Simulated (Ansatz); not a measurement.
# Tl: LAPW beside PAW

The same cell of Tl is computed with full-potential LAPW, PAW with frozen cores and datasets made for this crystal, to set the results side by side.

Program: Ansatz 0.2.0. Level of theory: DFT LDA, scalar-relativistic. These are calculated values, not measurements.

### 1 The structure to begin with

It takes space group P6_3/mmc (No. 194, hexagonal). The conventional cell has a = 3.456 Å, b = 3.456 Å, c = 5.525 Å, α = 90.00°, β = 90.00°, γ = 120.00°. Tl (site symmetry -6m2) is surrounded by 12 Tl at 3.41 to 3.46 Å.

Coordinates:

```
CELL_PARAMETERS angstrom
3.45600 0.00000 0.00000
-1.72800 2.99298 0.00000
0.00000 0.00000 5.52500
ATOMIC_POSITIONS crystal
Tl 0.33333 0.66667 0.25000
Tl 0.66667 0.33333 0.75000
```

Structure: COD 9008519, as refined from experiment and not relaxed.

Atoms are numbered in the order of the input: Tl1, Tl2.

### 2 Full-potential LAPW

File input.yaml:

```yaml
crystal:
  lattice:
    - [3.4559983565, 0.0, 0.0]
    - [-1.7279991783, 2.9929823722, 0.0]
    - [0.0, 0.0, 5.525]
  atoms:
    - { symbol: Tl, position: [0.3333333333, 0.6666666667, 0.25] }
    - { symbol: Tl, position: [0.6666666667, 0.3333333333, 0.75] }
kpoints:
  mp_grid: { grid: [11, 11, 6] }
  band_path:
    path:
      - [0.0, 0.0, 0.0]
      - [0.5, 0.0, 0.0]
      - [0.3333333333, 0.3333333333, 0.0]
      - [0.0, 0.0, 0.0]
      - [0.0, 0.0, 0.5]
      - [0.5, 0.0, 0.5]
      - [0.3333333333, 0.3333333333, 0.5]
      - [0.0, 0.0, 0.5]
      - [0.5, 0.0, 0.5]
    npoints: 14
scf:
  occupations: { method: fermi_dirac, width: 0.05 }
hamiltonian:
  xc: lda
  pseudopotentials: { kind: all_electron, lapw: { basis_error: 0.0005 } }
output:
  forces: true
  stress: true
  eigenvalues: true
  fatbands: true
  populations: true
  dos: { projected: true, de: 0.2, e_range: [-14, 8] }
```

On the command line:

```bash
ansatz run input.yaml --threads 1 --pin off --max-ram 3072MiB --backend cpu --events-out ev --progress --plain --runs-dir out
```

The program printed:

```text
Tl: projections on atomic orbitals take those of the free atom 1s2 2s2 2p6 3s2 3p6 3d10 4s2 4p6 4d10 4f14 5s2 5p6 5d10 6s2 6p1, of charge +0.00 (hamiltonian.pseudopotentials.projection_atoms)
LAPW: plane waves up to 6.881 Å⁻¹, error target 5.0e-4 eV per atom; small_component_spin mean_spin; Tl in spheres of 1.704 Å, 35 of its electrons in bands, Dirac shells []
Engine: ansatz 0.2.0
Pseudopotentials: kind: all_electron
Pseudopotential: Tl, LAPW, valence charge 35, Koelling and Harmon's equation, gaussian nucleus
Functional definition: SPW92
  exchange = slater_x
  correlation = pw_c
Crystal: 2 atoms, lattice volume = 57.149 Å³
Basis set: ecut = 180.40324966808686 eV, 313 PW (Γ), exchange–correlation at level 2
Bands: 42, of which v1, the nominal top of the filled ones, is band 35 counted from 1 (34 counted from 0)
Symmetry: 24 space group operations
Space group: P63/mmc (ITA 194), of the structure as read, at distance tolerance 3.9e-5 Å
k-points: 64 of 726
Non-local potential: Tl, projectors of the file, none
Initial density: superposition of atomic densities (chi_scale 0.1, normalization cell)
Initial wavefunctions: plane waves of lowest kinetic energy (no species holds an atomic orbital)
Functional: x = slater, c = lda
iter 1 solved again at ethr=8.83e-6 eV; its pass at ethr=1.00e-1 eV (dr2=6.18e-3 eV) is discarded
SCF iter   1: F=—  HF=-1100957.829929 eV  |F-HF|=—  |Δ(HF+E_count)|=         —  Δρ=3.81e-3  dr2=6.23e-3  ethr=8.83e-6  ⟨swp⟩=3.9  Hψ=17769  notcnv=0
preconditioner: auto → LDOS  [metal: Δε(μ)=0.037 eV  Ē_g=15.661 eV  σ=0.050 eV  W_gap=0.18  n_scr=22 (ndim 8)  ℏωp=25.0 eV  f_vac=0.054  D(μ)=1.23/eV (n_scr^D=2)  β→1.0]
iter 2 solved again at ethr=6.37e-7 eV; its pass at ethr=8.83e-6 eV (dr2=4.46e-4 eV) is discarded
SCF iter   2: F=—  HF=-1100957.827188 eV  |F-HF|=—  |Δ(HF+E_count)|=   2.74e-3  Δρ=1.14e-3  dr2=4.46e-4  ethr=6.37e-7  ⟨swp⟩=2.0  Hψ=14826  notcnv=0
SCF iter   3: F=—  HF=-1100957.765723 eV  |F-HF|=—  |Δ(HF+E_count)|=   6.15e-2  Δρ=9.75e-4  dr2=3.99e-4  ethr=6.37e-7  ⟨swp⟩=3.0  Hψ=8992  notcnv=0
SCF iter   4: F=—  HF=-1100957.764474 eV  |F-HF|=—  |Δ(HF+E_count)|=   1.25e-3  Δρ=3.94e-4  dr2=6.65e-5  ethr=5.70e-7  ⟨swp⟩=2.0  Hψ=8070  notcnv=0
SCF iter   5: F=—  HF=-1100957.764471 eV  |F-HF|=—  |Δ(HF+E_count)|=   2.94e-6  Δρ=1.11e-4  dr2=5.45e-6  ethr=9.50e-8  ⟨swp⟩=2.0  Hψ=8070  notcnv=0
SCF iter   6: F=-1100957.764477 eV  HF=-1100957.764477 eV  |F-HF|=4.75e-8  |Δ(HF+E_count)|=   5.96e-6  Δρ=9.75e-6  dr2=4.20e-8  ethr=7.79e-9  ⟨swp⟩=2.7  Hψ=8143  notcnv=0
SCF 1 converged in 6 iterations: F = -1100957.764477 eV  dr2 = 4.20e-8
NSCF: frozen V_eff on 113 k-points
SCF converged after 6 iterations
Free energy (F): -1100957.764477 eV
Harris-Foulkes:  -1100957.764477 eV  (|F-HF|=4.75e-8)
Internal energy: -1100957.755038 eV  (E = F + TS)
E sigma→0 (E₀):  -1100957.759757 eV
Entropy (-TS):   -0.009439 eV (-4.719 meV/atom)
Fermi energy:    15.201970 eV
--- Per-component energies (eV) ---
  E_band       = -3636.963515
  E_kinetic    = 1264044.996580
  E_xc         = -20114.400483
  E_electrostatic = -2344888.351134  (all electrons and nuclei)
  E_smearing   = -0.009439  (= −TS)
  E_closure    = 0.000000  (closes the sum)
  E_atoms      = -1100951.902729  (free atoms, spherical and without spin; not in F)
  Σ components = -1100957.764477   (vs F -1100957.764477, Δ=0.00e0)
  Basis errors (estimates in eV, not in F): energy 1.0e-4 per atom: plane waves 1.0e-4 (5.0e-5 summed), levels above the bands 2.0e-96, relativity 6.4e-9, radial functions 1.6e-6, core shells 6.7e-9; eigenvalues (radial functions only) 7.3e-6; not estimated: angular momenta, meshes, grids; target (lapw.basis_error) 5.0e-4; muffin-tin radii Tl 1.704 Å
--- Forces (eV/Å), atoms counted from 1 ---
  atom   1  Tl    -0.00000000    -0.00000000     0.00000000
  atom   2  Tl     0.00000000     0.00000000     0.00000000
  max |Σ_I F_I| component: 5.78e-19 eV/Å
--- Stress (GPa, compression-positive) ---
       -1.747480      -0.000000       0.000000
       -0.000000      -1.747480       0.000000
        0.000000       0.000000      -1.811963
  P = ⅓ Tr σ = -1.7690 GPa (-17.690 kbar)
--- Band table (eV; the first three rows and the last of 64) ---
  k-point 0: bands = ["-111.4648", "-111.4646", "-94.8626", "-94.8626", "-94.8626", "-94.8626", "-94.8616", "-94.8616", "-94.8616", "-94.8616", "-94.8609", "-94.8609", "-94.8609", "-94.8609", "-94.8607", "-94.8607", "-56.5580", "-56.5541", "-56.5541", "-56.5524", "-56.5524", "-56.5490", "3.5280", "3.7655", "3.7849", "3.7849", "3.8392", "3.8392", "3.9046", "3.9046", "4.2477", "4.2477", "5.1676", "10.0938", "12.4072", "23.1640", "23.1640", "25.2544", "25.2544", "25.6017", "26.1102", "26.1207"]
  k-point 1: bands = ["-111.4647", "-111.4646", "-94.8626", "-94.8626", "-94.8626", "-94.8626", "-94.8616", "-94.8616", "-94.8616", "-94.8616", "-94.8609", "-94.8609", "-94.8609", "-94.8609", "-94.8607", "-94.8607", "-56.5574", "-56.5539", "-56.5539", "-56.5525", "-56.5525", "-56.5496", "3.5481", "3.7598", "3.7603", "3.7603", "3.8232", "3.8232", "3.9559", "3.9559", "4.2373", "4.2373", "5.3205", "9.1047", "13.6976", "23.2852", "23.2852", "24.3141", "25.1053", "25.1053", "25.6223", "26.0778"]
  k-point 2: bands = ["-111.4647", "-111.4646", "-94.8626", "-94.8626", "-94.8626", "-94.8626", "-94.8616", "-94.8616", "-94.8616", "-94.8616", "-94.8609", "-94.8609", "-94.8609", "-94.8609", "-94.8607", "-94.8607", "-56.5557", "-56.5536", "-56.5536", "-56.5528", "-56.5528", "-56.5513", "3.6019", "3.7300", "3.7411", "3.7411", "3.7864", "3.7864", "4.0482", "4.0482", "4.2017", "4.2017", "5.7954", "7.7362", "15.9670", "21.4273", "23.6313", "23.6313", "24.6913", "24.6913", "25.6851", "25.9593"]
  k-point 63: bands = ["-111.4646", "-111.4646", "-94.8627", "-94.8627", "-94.8626", "-94.8626", "-94.8616", "-94.8616", "-94.8616", "-94.8616", "-94.8609", "-94.8609", "-94.8609", "-94.8609", "-94.8607", "-94.8607", "-56.5586", "-56.5586", "-56.5569", "-56.5569", "-56.5518", "-56.5518", "3.6031", "3.6031", "3.8257", "3.8257", "3.9219", "3.9219", "4.0478", "4.0478", "4.2628", "4.2628", "11.0138", "11.0138", "14.1099", "14.1099", "15.9229", "15.9229", "22.7330", "22.7330", "26.1743", "26.1743"]
--- Löwdin populations: 2 sites ---
  site symbol       q [e]
     0     Tl     80.9896
     1     Tl     80.9896
  spilling = 0.000128 (of n_electrons = 162.000000)
```

It took 51 s on 1 thread of Arm Neoverse V2, shared host; peak memory 0.4 GiB.

This run gives: pressure -1.77 GPa; no gap.

At the corners of the path (eV, zero at the Fermi level):

| point | band 32 | band 33 | band 34 | band 35 | band 36 | band 37 | band 38 |
| --- | --- | --- | --- | --- | --- | --- | --- |
| Γ | -10.95 | -10.03 | -5.11 | -2.79 | 7.96 | 7.96 | 10.05 |
| M | -10.90 | -5.78 | -4.69 | -0.68 | 0.53 | 1.38 | 3.87 |
| K | -10.94 | -4.61 | -4.61 | -1.26 | 1.80 | 1.80 | 2.82 |
| Γ | -10.95 | -10.03 | -5.11 | -2.79 | 7.96 | 7.96 | 10.05 |
| A | -11.07 | -8.60 | -8.60 | 3.38 | 3.38 | 8.94 | 8.94 |
| L | -10.92 | -4.72 | -4.72 | -2.23 | -2.23 | 5.56 | 5.56 |
| H | -10.94 | -4.09 | -4.09 | -0.87 | -0.87 | 0.26 | 0.26 |
| A | -11.07 | -8.60 | -8.60 | 3.38 | 3.38 | 8.94 | 8.94 |
| L | -10.92 | -4.72 | -4.72 | -2.23 | -2.23 | 5.56 | 5.56 |

States per cell in windows of 1 eV (zero at the Fermi level; grid of 0.20 eV, so sharp peaks spill over the borders):

| from | to | total | Tl 6p | Tl 6s |
| --- | --- | --- | --- | --- |
| -10 | -9 | 0.17 | 0.06 | 0.10 |
| -9 | -8 | 0.36 | 0.16 | 0.19 |
| -8 | -7 | 0.49 | 0.21 | 0.26 |
| -7 | -6 | 0.64 | 0.24 | 0.38 |
| -6 | -5 | 0.90 | 0.25 | 0.62 |
| -5 | -4 | 1.17 | 0.19 | 0.94 |
| -4 | -3 | 0.27 | 0.03 | 0.24 |
| -3 | -2 | 0.04 | 0.04 | 0.00 |
| -2 | -1 | 0.61 | 0.53 | 0.07 |
| -1 | 0 | 1.22 | 1.00 | 0.19 |
| 0 | 1 | 0.93 | 0.71 | 0.19 |
| 1 | 2 | 1.00 | 0.81 | 0.16 |
| 2 | 3 | 0.99 | 0.81 | 0.14 |
| 3 | 4 | 1.11 | 0.93 | 0.12 |
| 4 | 5 | 1.29 | 1.11 | 0.10 |

### 3 PAW with frozen cores

Edit input.yaml of step 2 so:

```diff
@@ -26,3 +26,3 @@
   xc: lda
-  pseudopotentials: { kind: all_electron, lapw: { basis_error: 0.0005 } }
+  pseudopotentials: { kind: paw }
 output:
@@ -31,4 +31,9 @@
   eigenvalues: true
-  fatbands: true
+  efg: { contact_densities: true }
   populations: true
+  bader: true
   dos: { projected: true, de: 0.2, e_range: [-14, 8] }
+  write_density: true
+  write_potential: true
+  elf: true
+  volumetric_format: npy
```

On the command line:

```bash
ansatz run input.yaml --threads 1 --pin off --max-ram 3072MiB --backend cpu --events-out ev --progress --plain --runs-dir out
```

The program printed:

```text
Tl: output.efg is read without spin–orbit coupling, which moves field gradients at and beside such atoms by some per cent and up to a factor of two; PAW files take it under magnetization.noncollinear and magnetization.spin_orbit
Engine: ansatz 0.2.0
Pseudopotentials: kind: paw
Pseudopotential: Tl, paw, valence charge 13, recommended cutoff 420 eV (normal)
Functional definition: SPW92
  exchange = slater_x
  correlation = pw_c
Crystal: 2 atoms, lattice volume = 57.149 Å³
Basis set: ecut = 420 eV, 1105 PW (Γ)
Bands: 17, of which v1, the nominal top of the filled ones, is band 13 counted from 1 (12 counted from 0)
Symmetry: 24 space group operations
Space group: P63/mmc (ITA 194), of the structure as read, at distance tolerance 3.9e-5 Å
k-points: 64 of 726
Non-local potential: Tl, projectors of the file, l = 0: 2, l = 1: 2, l = 2: 2, l = 3: 1
PAW form: soft (Blöchl's): semilocal exchange-correlation on the pseudo side does not see the compensation charge
PAW frozen core: Tl, regenerated for the run's functional, and the local potential with it (the file was generated under x = pbe(κ = 0.804, μ = 0.2195149727645171), c = pbe(β = 0.06672455060314922))
PAW one-centre angular grid: Tl, 590 points (default); XC on 64 Gauss nodes
Initial density: superposition of atomic densities (neutral atoms: chi_scale 0, normalization atom), corrected by the library's trained network
Initial wavefunctions: pseudopotential atomic-orbital guess
Functional: x = slater, c = lda
SCF iter   1: F=—  HF=-22293.184605 eV  |F-HF|=—  |Δ(HF+E_count)|=         —  Δρ=4.97e-3  dr2=1.17e-2  ethr=1.77e-3  ⟨swp⟩=6.1  Hψ=5488  notcnv=0
preconditioner: auto → Kerker (q_TF=auto, 2.393 Å⁻¹)  [metal: Δε(μ)=0.025 eV  Ē_g=13.617 eV  σ=0.050 eV  W_gap=0.12  n_scr=22 (ndim 8)  ℏωp=25.0 eV  f_vac=0.000  D(μ)=1.23/eV (n_scr^D=2)]
SCF iter   2: F=—  HF=-22293.179089 eV  |F-HF|=—  |Δ(HF+E_count)|=   5.52e-3  Δρ=1.98e-3  dr2=1.97e-3  ethr=4.48e-5  ⟨swp⟩=2.7  Hψ=2442  notcnv=0
SCF iter   3: F=—  HF=-22293.178323 eV  |F-HF|=—  |Δ(HF+E_count)|=   7.66e-4  Δρ=2.62e-4  dr2=4.71e-5  ethr=7.58e-6  ⟨swp⟩=2.0  Hψ=1758  notcnv=0  defer=1
SCF iter   4: F=—  HF=-22293.178316 eV  |F-HF|=—  |Δ(HF+E_count)|=   6.55e-6  Δρ=8.86e-5  dr2=4.34e-6  ethr=1.81e-7  ⟨swp⟩=2.0  Hψ=1912  notcnv=0  defer=1
SCF iter   5: F=—  HF=-22293.178315 eV  |F-HF|=—  |Δ(HF+E_count)|=   1.18e-6  Δρ=2.94e-5  dr2=3.94e-7  ethr=1.67e-8  ⟨swp⟩=2.0  Hψ=1840  notcnv=0  defer=1
SCF iter   6: F=-22293.178315 eV  HF=-22293.178315 eV  |F-HF|=3.33e-9  |Δ(HF+E_count)|=   7.71e-8  Δρ=4.29e-6  dr2=1.44e-8  ethr=3.85e-10  ⟨swp⟩=7.7  Hψ=6791  notcnv=0
SCF 1 converged in 6 iterations: F = -22293.178315 eV  dr2 = 1.44e-8
NSCF: frozen V_eff on 113 k-points
SCF converged after 6 iterations
Free energy (F): -22293.178315 eV
Harris-Foulkes:  -22293.178315 eV  (|F-HF|=3.33e-9)
Internal energy: -22293.168878 eV  (E = F + TS)
E sigma→0 (E₀):  -22293.173597 eV
Entropy (-TS):   -0.009437 eV (-4.719 meV/atom)
Fermi energy:    9.974074 eV
--- Per-component energies (eV) ---
  E_band       = 7.725861
  E_kinetic    = 666.749950
  E_local      = -1753.410653  (includes V_loc(G=0)·N_el)
  E_nonlocal   = 642.666897
  E_hartree    = 643.697503
  E_xc         = -457.815588
  E_vxc        = -286.118170  (∫ρ·V_xc dr)
  E_paw        = -19735.963029  (= ΣΔE_a)
  E_vpaw       = -549.557163  (= ΣTr[D̂ρ^β])
  E_aug_tail   = 0.000064  (compensation charges beyond the density's cutoff)
  E_ewald      = -2298.810900
  E_core_change = -0.283122  (= ΣΔE_core)
  E_smearing   = -0.009437  (= −TS)
  E_closure    = 0.000000  (closes the sum)
  Σ components = -22293.178315   (vs F -22293.178315, Δ=0.00e0)
--- Forces (eV/Å), atoms counted from 1 ---
  atom   1  Tl     0.00000000     0.00000000     0.00000000
  atom   2  Tl     0.00000000    -0.00000000     0.00000000
  max |Σ_I F_I| component: 1.39e-17 eV/Å
--- Stress (GPa, compression-positive) ---
       -1.755099      -0.000000       0.000000
       -0.000000      -1.755099       0.000000
        0.000000       0.000000      -1.822592
  P = ⅓ Tr σ = -1.7776 GPa (-17.776 kbar)
--- PAW observables at the nuclei: V_zz in 10²¹ V/m², potentials from the cell's mean, atoms counted from 1 ---
  atom   1  Tl V_zz =    -2.318197   η = 0.0000   by run symmetry: allowed
            electrostatic potential = -17135.557035 V   contact ρ = 15225309.550031 e/Å³
  atom   2  Tl V_zz =    -2.318197   η = 0.0000   by run symmetry: allowed
            electrostatic potential = -17135.557035 V   contact ρ = 15225309.550031 e/Å³
--- Band table (eV; the first three rows and the last of 64) ---
  k-point 0: bands = ["-1.7006", "-1.4632", "-1.4440", "-1.4440", "-1.3897", "-1.3897", "-1.3243", "-1.3243", "-0.9814", "-0.9814", "-0.0613", "4.8636", "7.1798", "17.9371", "17.9371", "20.0274", "20.0274"]
  k-point 1: bands = ["-1.6805", "-1.4689", "-1.4686", "-1.4686", "-1.4057", "-1.4057", "-1.2730", "-1.2730", "-0.9918", "-0.9918", "0.0915", "3.8752", "8.4697", "18.0582", "18.0582", "19.0869", "19.8783"]
  k-point 2: bands = ["-1.6267", "-1.4987", "-1.4878", "-1.4878", "-1.4425", "-1.4425", "-1.1808", "-1.1808", "-1.0274", "-1.0274", "0.5664", "2.5069", "10.7390", "16.1996", "18.4043", "18.4043", "19.4642"]
  k-point 63: bands = ["-1.6255", "-1.6255", "-1.4031", "-1.4031", "-1.3070", "-1.3070", "-1.1813", "-1.1813", "-0.9663", "-0.9663", "5.7833", "5.7833", "8.8825", "8.8825", "10.6955", "10.6955", "17.5060"]
--- Löwdin populations: 2 sites ---
  site symbol       q [e]
     0     Tl     12.9814
     1     Tl     12.9814
  spilling = 0.001427 (of n_electrons = 26.000000)
--- Bader charges: 2 sites ---
  site symbol  charge [e]  shift [e]
     0     Tl      0.0000     0.0000
     1     Tl      0.0000     0.0000
  estimated error of the sums over rays = 1.6e-5 e
```

Run time: 13 s. Hardware: 1 thread of Arm Neoverse V2, shared host; peak memory 0.37 GiB.

Result: pressure -1.78 GPa; no gap; Vzz Tl1 -2.32 (η = 0.00) (10²¹ V/m²).

| atom | Bader charge (e) | basin volume (Å³) |
| --- | --- | --- |
| Tl1 | +0.00 | 28.57 |

Density in a lattice plane of the grid's cell (edges 3.46 and 5.53 Å, at 0.333 of the third edge), which holds Tl.

Ten even steps from '0' (0.07 e/Å³) to '9' (8.62 e/Å³):
```
0000000000000000
0000000001111000
0000000012333210
0000000125775310
0000000136997420
0000000125775310
0000000012333210
0000000001111000
0000000000000000
0000000000000000
0000000000000000
0000000000000000
0000000000000000
0000000000000000
0000000000000000
0000000000000000
0000000000000000
0000000000000000
0000000000000000
0000000000000000
```
Columns run along the first of these edges and rows up along the second, over one cell in 16 and 20 even steps from the bottom left corner. Atoms in the plane (fractional): Tl at (0.67, 0.75).

ELF in the same plane.

Ten even steps from '0' (0.02) to '9' (0.41):
```
4332345678888775
6433457899999987
7533568996446898
8643579961001499
8643579940000289
8643579961001499
7533568996446898
6433457899999987
4332345678888775
3333333456666543
4555544333444333
6777765433333345
7888876543223356
8899987643333457
8999987653333467
8899987643333457
7888876543223356
6777765433333345
4555544333444333
3333333456666543
```
Columns run along the first of these edges and rows up along the second, over one cell in 16 and 20 even steps from the bottom left corner. Atoms in the plane (fractional): Tl at (0.67, 0.75).

Both are smooth fields of the valence electrons: close to the nuclei they are not physical.

### 4 Datasets made for this crystal

Edit input.yaml of step 3 so:

```diff
@@ -21,3 +21,3 @@
       - [0.5, 0.0, 0.5]
-    npoints: 14
+    npoints: 8
 scf:
@@ -26,3 +26,3 @@
   xc: lda
-  pseudopotentials: { kind: paw }
+  pseudopotentials: { kind: all_electron, datasets: crystal }
 output:
@@ -32,8 +32 @@
   efg: { contact_densities: true }
-  populations: true
-  bader: true
-  dos: { projected: true, de: 0.2, e_range: [-14, 8] }
-  write_density: true
-  write_potential: true
-  elf: true
-  volumetric_format: npy
```

On the command line:

```bash
ansatz run input.yaml --threads 1 --pin off --max-ram 3072MiB --backend cpu --events-out ev --progress --plain --runs-dir out
```

The program printed, cut to the lines that bear on the results:

```text
[...]
band count auto-derived: 18 (N_el = 26.0; filled up to band 13; 17 by the electrons, moments and atoms)
Tl: output.efg is read without spin–orbit coupling, which moves field gradients at and beside such atoms by some per cent and up to a factor of two; PAW files take it under magnetization.noncollinear and magnetization.spin_orbit
[...]
Pseudopotentials: kind: all_electron
Pseudopotential: Tl, paw, valence charge 13, recommended cutoff 260 eV (normal), Koelling and Harmon's equation, gaussian nucleus
Functional definition: SPW92
[...]
Crystal: 2 atoms, lattice volume = 57.149 Å³
Basis set: ecut = 260 eV, 549 PW (Γ)
Bands: 18, of which v1, the nominal top of the filled ones, is band 13 counted from 1 (12 counted from 0)
Symmetry: 24 space group operations
Space group: P63/mmc (ITA 194), of the structure as read, at distance tolerance 3.9e-5 Å
k-points: 64 of 726
[...]
--- Forces (eV/Å), atoms counted from 1 ---
  atom   1  Tl    -0.00000000     0.00000000     0.00000000
  atom   2  Tl     0.00000000    -0.00000000     0.00000000
[...]
--- Stress (GPa, compression-positive) ---
       -1.747740       0.000000       0.000000
        0.000000      -1.747740       0.000000
        0.000000       0.000000      -1.812269
  P = ⅓ Tr σ = -1.7692 GPa (-17.692 kbar)
--- PAW observables at the nuclei: V_zz in 10²¹ V/m², potentials from the cell's mean, atoms counted from 1 ---
  atom   1  Tl V_zz =    -2.321345   η = 0.0000   by run symmetry: allowed
            electrostatic potential = -17129.009979 V   contact ρ = 15214807.215107 e/Å³
  atom   2  Tl V_zz =    -2.321345   η = 0.0000   by run symmetry: allowed
            electrostatic potential = -17129.009979 V   contact ρ = 15214807.215107 e/Å³
--- Band table (eV; the first three rows and the last of 64) ---
  k-point 0: bands = ["3.5278", "3.7654", "3.7849", "3.7849", "3.8392", "3.8392", "3.9044", "3.9044", "4.2476", "4.2476", "5.1676", "10.0937", "12.4072", "23.1640", "23.1640", "25.2544"]
[...]
```

Wall time 10 s (1 thread of Arm Neoverse V2, shared host); peak memory 0.34 GiB.

Result: pressure -1.77 GPa; no gap; Vzz Tl1 -2.32 (η = 0.00) (10²¹ V/m²).

| atom | contact density (e/Å³) |
| --- | --- |
| Tl1 | 1.521481e+07 |

### 5 The methods compared

| method | pressure (GPa) | Vzz Tl1 (10²¹ V/m²) | SCF cycles, all passes |
| --- | --- | --- | --- |
| LAPW | -1.77 | – | 6 |
| PAW | -1.78 | -2.32 | 6 |
| crystal datasets | -1.77 | -2.32 | 8 |

### 6 Summary of results

| quantity | value |
| --- | --- |
| pressure | LAPW -1.77, PAW -1.78, crystal datasets -1.77 GPa |
| gap (LAPW) | none |
| Bader charges (PAW) | Tl1 +0.00 e |

In words: The pressure of -1.8 GPa pushes the cell to shrink, with the atoms held in place. Bands cross the Fermi level: the crystal is a metal at this level. Tl 6p carries the largest share, 76 %, of the projected states within 0.3 eV of the Fermi level. The projection holds only the free atom's occupied shells (Tl 6s, Tl 6p, Tl 5d in this range). The field gradient at Tl1, the largest by crystal datasets, is -2.32 by PAW and -2.32 by crystal datasets (10²¹ V/m²), within 5 %. No spin–orbit coupling: at heavy atoms the gradients can be off by tens of per cent for that reason. In pressure, PAW differs from LAPW by less than 0.01 GPa. LAPW took about 4 times as long as PAW (51 s against 13 s, on a shared host and with the outputs that each input asks for). Spin-orbit coupling is left out, though the cell holds Tl; in elements this heavy it can shift bands and gaps by tenths of an eV.
